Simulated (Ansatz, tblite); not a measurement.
**The cluster B6N: competing shapes**

An exercise on one series of results from a longer session: the logs are not shown, and one member is left open.

Method: relaxed with B3LYP-D4/def2-SVP, doublet; program: Ansatz 0.2.0, Gaussian basis.

5 further runs of the same task are left out: 3 that didn't finish, 2 set aside as unsound or not needed. Runs told in other sessions of the task aren't counted.

### Starting geometry

7 atoms, charge 0, spin multiplicity 2.

Atoms are counted from 1 here; the program's logs count them from 0.

Bond lengths: N1–B6 1.326 Å, N1–B7 1.326 Å, B2–B3 1.502 Å, B2–B5 1.513 Å, B3–B6 1.528 Å, B4–B5 1.502 Å, B4–B7 1.528 Å. Angles: B6–N1–B7 123.0°, B3–B2–B5 127.5°, B2–B3–B6 123.2°, B5–B4–B7 123.3°, B2–B5–B4 127.5°, N1–B6–B3 137.9°, N1–B7–B4 137.7°.

A search from random starts with GFN2-xTB found 11 distinct shapes; 3 go on here. The structure above is candidate A, which lies 0.00 eV above the lowest at that level; B lies 1.47 eV above the lowest at that level; C lies 2.45 eV above the lowest at that level.

The first run:

The input, in.yaml:

```yaml
crystal:
  periodic: [false, false, false]
  atoms:
    - {symbol: N, position_ang: [-1.575230, 0.645610, 0.124670]}
    - {symbol: B, position_ang: [1.729570, 0.106990, -0.066520]}
    - {symbol: B, position_ang: [0.979080, 1.401490, 0.069450]}
    - {symbol: B, position_ang: [-0.300150, -1.678850, -0.123460]}
    - {symbol: B, position_ang: [1.149890, -1.287360, -0.155560]}
    - {symbol: B, position_ang: [-0.545090, 1.480200, 0.142500]}
    - {symbol: B, position_ang: [-1.438070, -0.668080, 0.008910]}
basis:
  gaussian: {orbitals: def2-SVP}
magnetization: {spin_polarized: true, initial_magnetization: 1}
hamiltonian: {xc: {name: B3LYP}, dispersion: d4}
scf: {lower_state_search: "off"}
output: {orbitals: {seedname: orbitals}}
relax: {f_tol: 0.02, max_steps: 100}
```

Launch:

```console
$ ansatz run in.yaml --threads 4 --pin off --events-out ev --progress --plain --max-ram 4787MiB
```

Among the steps run: Relaxing candidate A; Relaxing candidate B; Relaxing candidate C; Candidate B, PBE0-D4/def2-TZVP; Candidate B, PBE-D4/def2-TZVP; Candidate B, r2SCAN-D4/def2-TZVP; Candidate B, ωB97X-V/def2-TZVP; Candidate B, ωB97M-V/def2-TZVP; Candidate C, PBE0-D4/def2-TZVP; Candidate C, PBE-D4/def2-TZVP; Candidate C, r2SCAN-D4/def2-TZVP; Candidate C, ωB97X-V/def2-TZVP; Candidate C, ωB97M-V/def2-TZVP.

One table of the session follows, with a row left open; its other results are not shown here.

It belongs to the step «C against A». 

```
              level  C above A (kJ/mol)
           GFN1-xTB              +180.8
           GFN2-xTB              +229.5
   PBE-D4/def2-TZVP              +279.1
r2SCAN-D4/def2-TZVP              +280.5
  PBE0-D4/def2-TZVP              +278.5
  ωB97X-V/def2-TZVP                   ?
  ωB97M-V/def2-TZVP              +290.4
```

Q: Estimate the row for ωB97X-V/def2-TZVP from the others.

As computed: C above A (kJ/mol): +270.6. In the column «C above A (kJ/mol)» it lies between GFN2-xTB (+229.5) and PBE0-D4/def2-TZVP (+278.5).

Caveats from the session: The search was small, so a lower isomer may exist. Only doublets are compared; another spin may lie lower and prefer another shape.
